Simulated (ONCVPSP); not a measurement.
# Te: the cost of one run

Method: ONCVPSP 4.0.1.1 (patched build), PBE, scalar-relativistic.

## Step 1: Settings

Typed settings, in words:

| Item | Value |
| --- | --- |
| element | tellurium (Te, Z = 52) |
| type | optimised norm-conserving Vanderbilt (ONCV) |
| frozen core | [Ar] 3d10 |
| valence charge | 24 |
| reference configuration | 4s2 4p6 4d10 5s2 5p4 |
| partial waves | 4s+5s: rc 1.20 bohr, ncon 4, nbas 7, qcut 6.5 1/bohr, 2 projectors; 4p+5p: rc 1.12 bohr, ncon 4, nbas 8, qcut 9.8 1/bohr, 2 projectors; 4d: rc 1.12 bohr, ncon 4, nbas 9, qcut 13.8 1/bohr, 1 projector |
| local potential | polynomial inside 1.00 bohr (lpopt 5, dvloc0 0 Ha) |
| core correction | polynomial model core, fcfact 0.7 |

The outer shells as boxes (Hund's rule for the drawing; the calculation is spin-unpolarised):

```
[Ar] core
3d [↑↓][↑↓][↑↓][↑↓][↑↓]
4s [↑↓]
4p [↑↓][↑↓][↑↓]
4d [↑↓][↑↓][↑↓][↑↓][↑↓]
5s [↑↓]
5p [↑↓][↑ ][↑ ]
```

## Step 2: Generation

Contents of Te.dat:

```
# ATOM AND REFERENCE CONFIGURATION
# atsym  z   nc   nv     iexc    psfile
  Te 52.00    6    5        4      upf
#
#   n    l    f
    1    0    2.00
    2    0    2.00
    2    1    6.00
    3    0    2.00
    3    1    6.00
    3    2   10.00
    4    0    2.00
    4    1    6.00
    4    2   10.00
    5    0    2.00
    5    1    4.00
#
# PSEUDOPOTENTIAL AND OPTIMIZATION
# lmax
    2
#
#   l,   rc,      ep,       ncon, nbas, qcut
    0    1.20    0.00    4    7    6.50
    1    1.12    0.00    4    8    9.80
    2    1.12    0.00    4    9   13.80
#
# LOCAL POTENTIAL
# lloc, lpopt,  rc(5),   dvloc0
    4    5    1.00    0.00
#
# VANDERBILT-KLEINMAN-BYLANDER PROJECTORs
# l, nproj, debl
    0    2    3.80
    1    2    1.50
    2    1    2.30
#
# MODEL CORE CHARGE
# icmod, fcfact, rcfact
    1    0.70    0.00
#
# LOG DERIVATIVE ANALYSIS
# epsh1, epsh2, depsh
   -8.00    5.00    0.04
#
# OUTPUT GRID
# rlmax, drl
    6.00    0.01
#
# TEST CONFIGURATIONS
# ncnf
    4
# nvcnf
#   n    l    f
    5
    4    0    2.00
    4    1    6.00
    4    2   10.00
    5    0    2.00
    5    1    3.00
#
    5
    4    0    2.00
    4    1    6.00
    4    2   10.00
    5    0    2.00
    5    1    2.00
#
    5
    4    0    2.00
    4    1    6.00
    4    2   10.00
    5    0    2.00
    5    1    1.00
#
    5
    4    0    2.00
    4    1    6.00
    4    2    9.00
    5    0    2.00
    5    1    4.00
#
```

The run is started by

```
$ oncvpsp.x < Te.dat > Te.out
```

**Question.** How long does this run take on 1 thread of Neoverse-V1, shared host?

About 4.5 s.
